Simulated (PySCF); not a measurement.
# AlSe: from the state search to spectroscopic constants, part 2 of 2

PySCF 2.14.0; Al def2-TZVPP, Se def2-TZVPP; no relativity.

## 12. CAM-B3LYP

Log of the SCF at 2.169 Å:

```text
[... 17 set-up lines left out, the same as in an earlier log ...]
XC functionals = CAMB3LYP
    T. Yanai, D. P. Tew, and N. C. Handy.,  Chem. Phys. Lett. 393, 51 (2004)
[... 2 set-up lines left out, the same as in an earlier log ...]
init E= -2644.11360642456
cycle= 1 E= -2644.11506227725  delta_E= -0.00146  |g|= 0.0178  |ddm|= 0.106
cycle= 2 E= -2644.1151257153  delta_E= -6.34e-05  |g|= 0.0114  |ddm|= 0.0364
cycle= 3 E= -2644.11520579544  delta_E= -8.01e-05  |g|= 0.0051  |ddm|= 0.0164
cycle= 4 E= -2644.11522443139  delta_E= -1.86e-05  |g|= 0.00143  |ddm|= 0.00635
cycle= 5 E= -2644.11523430102  delta_E= -9.87e-06  |g|= 0.000652  |ddm|= 0.0068
cycle= 6 E= -2644.11523684626  delta_E= -2.55e-06  |g|= 0.00035  |ddm|= 0.00396
cycle= 7 E= -2644.11523731675  delta_E= -4.7e-07  |g|= 8.12e-05  |ddm|= 0.00212
cycle= 8 E= -2644.11523734134  delta_E= -2.46e-08  |g|= 3.42e-05  |ddm|= 0.000292
cycle= 9 E= -2644.11523734794  delta_E= -6.6e-09  |g|= 1.61e-05  |ddm|= 0.000167
cycle= 10 E= -2644.11523734934  delta_E= -1.4e-09  |g|= 6.62e-06  |ddm|= 7.63e-05
cycle= 11 E= -2644.11523734955  delta_E= -2.1e-10  |g|= 1.32e-06  |ddm|= 3.61e-05
Extra cycle  E= -2644.11523734955  delta_E= -4.09e-12  |g|= 7.1e-07  |ddm|= 3.54e-06
converged SCF energy = -2644.11523734955  <S^2> = 0.75917885  2S+1 = 2.0091579
```

Re = 2.159 Å, ωe = 471 cm⁻¹, ωexe = 2.45 cm⁻¹, αe = 0.00105 cm⁻¹, Be = 0.1793 cm⁻¹, De = 3.59 eV, μ = -3.71 D. 58 s of CPU time for 12 points, integrals apart.

## 13. UHF (mean field)

Output of the SCF at 2.169 Å:

```text
******** <class 'pyscf.scf.uhf_symm.SymAdaptedUHF'> ********
method = SymAdaptedUHF
[... 11 set-up lines left out, the same as in an earlier log ...]
max_memory 2100 MB (current use 890 MB)
[... 1 set-up line left out, the same as in an earlier log ...]
Overwritten attributes  get_hcore get_k get_occ get_jk get_j  of <class 'pyscf.scf.uhf_symm.SymAdaptedUHF'>
<class 'pyscf.scf.uhf_symm.SymAdaptedUHF'> does not have attributes  refdm
[... 1 set-up line left out, the same as in an earlier log ...]
init E= -2641.76665362823
cycle= 1 E= -2641.78111784542  delta_E= -0.0145  |g|= 0.0624  |ddm|= 0.163
cycle= 2 E= -2641.78218676137  delta_E= -0.00107  |g|= 0.0319  |ddm|= 0.0633
cycle= 3 E= -2641.78249920274  delta_E= -0.000312  |g|= 0.00759  |ddm|= 0.0212
cycle= 4 E= -2641.78260341668  delta_E= -0.000104  |g|= 0.00271  |ddm|= 0.0177
cycle= 5 E= -2641.78262740188  delta_E= -2.4e-05  |g|= 0.0014  |ddm|= 0.0084
cycle= 6 E= -2641.78263390385  delta_E= -6.5e-06  |g|= 0.000781  |ddm|= 0.00408
cycle= 7 E= -2641.78263733404  delta_E= -3.43e-06  |g|= 0.000432  |ddm|= 0.00354
cycle= 8 E= -2641.78263862338  delta_E= -1.29e-06  |g|= 0.000171  |ddm|= 0.00287
cycle= 9 E= -2641.78263877836  delta_E= -1.55e-07  |g|= 5.46e-05  |ddm|= 0.00115
cycle= 10 E= -2641.78263879204  delta_E= -1.37e-08  |g|= 3.19e-05  |ddm|= 0.000222
cycle= 11 E= -2641.78263879922  delta_E= -7.19e-09  |g|= 1.99e-05  |ddm|= 0.000164
cycle= 12 E= -2641.78263880357  delta_E= -4.35e-09  |g|= 1.09e-05  |ddm|= 0.000165
cycle= 13 E= -2641.78263880522  delta_E= -1.65e-09  |g|= 3.21e-06  |ddm|= 0.00015
cycle= 14 E= -2641.78263880529  delta_E= -7.5e-11  |g|= 9.69e-07  |ddm|= 3.28e-05
Extra cycle  E= -2641.7826388053  delta_E= -4.09e-12  |g|= 5.4e-07  |ddm|= 1.93e-06
converged SCF energy = -2641.7826388053  <S^2> = 0.7774997  2S+1 = 2.0273132
```

Re = 2.158 Å, ωe = 460 cm⁻¹, ωexe = 4.06 cm⁻¹, αe = 0.00144 cm⁻¹, Be = 0.1795 cm⁻¹, De = 2.21 eV, μ = -4.47 D.

## 14. MP2 and coupled cluster

Reference: UHF; core orbitals frozen: 14.

Log of the coupled-cluster run at 2.169 Å:

```text
******** <class 'pyscf.cc.uccsd.UCCSD'> ********
CC2 = 0
CCSD nocc = (np.int64(10), np.int64(9)), nmo = (76, 76)
frozen orbitals [[0, 1, 2, 3, 4, 5, 6, 7, 8, 9, 10, 11, 12, 13], [0, 1, 2, 3, 4, 5, 6, 7, 8, 9, 10, 11, 12, 13]]
max_cycle = 80
direct = 0
conv_tol = 1e-07
conv_tol_normt = 1e-05
diis_space = 8
diis_start_cycle = 0
diis_start_energy_diff = 1e+09
max_memory 2100 MB (current use 1060 MB)
Init t2, MP2 energy = -0.308964608717705
Init E_corr(UCCSD) = -0.3089646087181
cycle = 1  E_corr(UCCSD) = -0.306083067733577  dE = 0.00288154098  norm(t1,t2) = 0.0890183
cycle = 2  E_corr(UCCSD) = -0.315835997254235  dE = -0.00975292952  norm(t1,t2) = 0.0328205
cycle = 3  E_corr(UCCSD) = -0.31606890683248  dE = -0.000232909578  norm(t1,t2) = 0.0233497
cycle = 4  E_corr(UCCSD) = -0.31806399537139  dE = -0.00199508854  norm(t1,t2) = 0.0122719
cycle = 5  E_corr(UCCSD) = -0.318160819515421  dE = -9.6824144e-05  norm(t1,t2) = 0.00301245
cycle = 6  E_corr(UCCSD) = -0.317963375554224  dE = 0.000197443961  norm(t1,t2) = 0.00103574
cycle = 7  E_corr(UCCSD) = -0.318004360713046  dE = -4.09851588e-05  norm(t1,t2) = 0.000420773
cycle = 8  E_corr(UCCSD) = -0.318010597897684  dE = -6.23718464e-06  norm(t1,t2) = 0.000138258
cycle = 9  E_corr(UCCSD) = -0.318006393349858  dE = 4.20454783e-06  norm(t1,t2) = 7.13741e-05
cycle = 10  E_corr(UCCSD) = -0.318007196607204  dE = -8.03257346e-07  norm(t1,t2) = 3.21981e-05
cycle = 11  E_corr(UCCSD) = -0.318008116806999  dE = -9.20199795e-07  norm(t1,t2) = 1.60109e-05
cycle = 12  E_corr(UCCSD) = -0.318007963428102  dE = 1.53378897e-07  norm(t1,t2) = 5.89096e-06
cycle = 13  E_corr(UCCSD) = -0.318008000144554  dE = -3.67164519e-08  norm(t1,t2) = 2.73439e-06
UCCSD converged
E(UCCSD) = -2642.100646805441  E_corr = -0.3180080001445539
UCCSD(T) correction = -0.0161194334924066
```

Correlation energy (eV) along the bond:

```csv
R (Å),MP2,SCS-MP2,CCSD,CCSD(T),T1
1.865,-8.362,-7.831,n/a,n/a,n/a
1.952,-8.384,-7.860,-8.593,-9.004,0.017
2.039,-8.406,-7.889,-8.619,-9.043,0.018
2.104,-8.414,-7.905,-8.638,-9.071,0.018
2.169,-8.407,-7.908,-8.653,-9.092,0.019
2.234,-8.377,-7.890,-8.662,-9.102,0.021
2.321,-8.302,-7.836,-8.656,-9.092,0.024
2.429,-8.185,-7.750,-8.621,-9.048,0.027
2.559,-8.059,-7.657,-8.559,-8.971,0.027
2.733,-7.936,-7.567,n/a,n/a,n/a
```

UHF-MP2: Re = 2.147 Å, ωe = 545 cm⁻¹, Be = 0.1812 cm⁻¹, De = 3.84 eV.

UHF-SCS-MP2: Re = 2.155 Å, ωe = 529 cm⁻¹, Be = 0.1800 cm⁻¹, De = 3.61 eV.

UHF-CCSD: Re = 2.170 Å, ωe = 471 cm⁻¹, ωexe = 2.29 cm⁻¹, αe = 0.00102 cm⁻¹, Be = 0.1774 cm⁻¹, De = 3.37 eV.

UHF-CCSD(T): Re = 2.173 Å, ωe = 480 cm⁻¹, ωexe = 2.24 cm⁻¹, αe = 0.000932 cm⁻¹, Be = 0.1770 cm⁻¹, De = 3.60 eV.

## 15. All curves

Energy (eV) from each level's lowest point:

| R (Å) | UHF | UHF-MP2 | UHF-SCS-MP2 | UHF-CCSD | UHF-CCSD(T) | LDA | PBE | revPBE | r²SCAN | M06-L | PBE0 | B97-3 | CAM-B3LYP |
| --- | --- | --- | --- | --- | --- | --- | --- | --- | --- | --- | --- | --- | --- |
| 1.865 | 1.185 | 1.231 | 1.262 | n/a | n/a | 1.120 | 1.295 | 1.344 | 1.196 | 1.190 | 1.197 | 1.249 | 1.153 |
| 1.952 | 0.501 | 0.524 | 0.549 | 0.561 | 0.588 | 0.475 | 0.590 | 0.622 | 0.515 | 0.513 | 0.519 | 0.553 | 0.494 |
| 2.039 | 0.141 | 0.143 | 0.160 | 0.176 | 0.190 | 0.133 | 0.196 | 0.214 | 0.149 | 0.151 | 0.154 | 0.173 | 0.143 |
| 2.104 | 0.025 | 0.017 | 0.027 | 0.040 | 0.046 | 0.021 | 0.051 | 0.059 | 0.027 | 0.028 | 0.030 | 0.039 | 0.026 |
| 2.169 | 0.000 | 0.000 | 0.000 | 0.000 | 0.000 | 0.000 | 0.000 | 0.000 | 0.000 | 0.000 | 0.000 | 0.000 | 0.000 |
| 2.234 | 0.038 | 0.069 | 0.056 | 0.030 | 0.029 | 0.048 | 0.021 | 0.014 | 0.045 | 0.041 | 0.041 | 0.032 | 0.040 |
| 2.321 | 0.148 | 0.254 | 0.220 | 0.146 | 0.148 | 0.187 | 0.129 | 0.114 | 0.185 | 0.168 | 0.171 | 0.153 | 0.165 |
| 2.429 | 0.334 | 0.556 | 0.492 | 0.366 | 0.379 | 0.439 | 0.347 | 0.322 | 0.438 | 0.397 | 0.409 | 0.379 | 0.387 |
| 2.559 | 0.588 | 0.937 | 0.839 | 0.683 | 0.709 | 0.794 | 0.667 | 0.633 | 0.794 | 0.717 | 0.745 | 0.700 | 0.696 |
| 2.733 | 0.947 | 1.418 | 1.287 | n/a | n/a | 1.285 | 1.117 | 1.072 | 1.279 | 1.159 | 1.205 | 1.141 | 1.118 |

The whole job (state search and all levels along the bond) took 18 min on 1 thread of Arm Neoverse V1 (shared host), peak memory 2.7 GiB.

## 16. Results

This closing draws on all 2 parts.

Lowest PBE0 solution found, without spin–orbit coupling: ²Σ⁺ (doublet), unpaired electrons σ ↑. State 2 has its PBE0 minimum 0.48 eV higher. State 3 has its PBE0 minimum 2.67 eV higher. The other levels ran on the lowest alone.

```csv
level,Re (Å),ωe (cm⁻¹),De (eV),μ (D)
UHF,2.158,460,2.21,-4.47
UHF-MP2,2.147,545,3.84,n/a
UHF-SCS-MP2,2.155,529,3.61,n/a
UHF-CCSD,2.170,471,3.37,n/a
UHF-CCSD(T),2.173,480,3.60,n/a
LDA,2.153,483,4.68,-3.26
PBE,2.179,466,4.00,-3.22
revPBE,2.187,461,3.78,-3.24
r²SCAN,2.158,490,4.02,-3.56
M06-L,2.160,478,3.88,-3.31
PBE0,2.161,481,3.80,-3.56
B97-3,2.169,475,3.76,-3.60
CAM-B3LYP,2.159,471,3.59,-3.71
```

De is counted to Al + Se in their ground configurations. A positive dipole means Al(−)Se(+).

Differences from CCSD(T) in the same basis:

| level | Re (mÅ) | ωe (%) |
| --- | --- | --- |
| UHF | -15 | -4.2 |
| UHF-MP2 | -26 | +13.4 |
| UHF-SCS-MP2 | -18 | +10.0 |
| UHF-CCSD | -3 | -2.0 |
| LDA | -20 | +0.6 |
| PBE | +6 | -3.0 |
| revPBE | +14 | -3.9 |
| r²SCAN | -16 | +2.0 |
| M06-L | -13 | -0.5 |
| PBE0 | -12 | +0.1 |
| B97-3 | -5 | -1.2 |
| CAM-B3LYP | -14 | -2.0 |

Time per point (s) on 1 thread of Arm Neoverse V1, shared host (CPU time, shared integrals of 0.62 s apart; correlated levels include their reference; CCSD comes with the CCSD(T) run); the times are rough: UHF 1.5, UHF-MP2 2.4, UHF-SCS-MP2 2.4, LDA 1.5, PBE 1.8, revPBE 1.3, r²SCAN 2.8, M06-L 2.7, PBE0 3.5, B97-3 2.2, CAM-B3LYP 4.8; the reference 90.

Cheap and still within 11 mÅ and 2.5 % of CCSD(T): B97-3 (2.2 s), against 90 s for the dearest run.

What this shows: Judged by CCSD(T) in the same basis: best bond length UHF-CCSD (-3 mÅ), worst UHF-MP2 (-26 mÅ); best wavenumber PBE0 (+0.1 %), worst UHF-MP2 (+13.4 %). PBE gives a bond that is too long and too soft, as GGAs tend to. Among the levels with a De in the table, it runs from 2.21 eV (UHF) to 4.68 eV (LDA).

Correlated steps freeze 14 core orbitals.
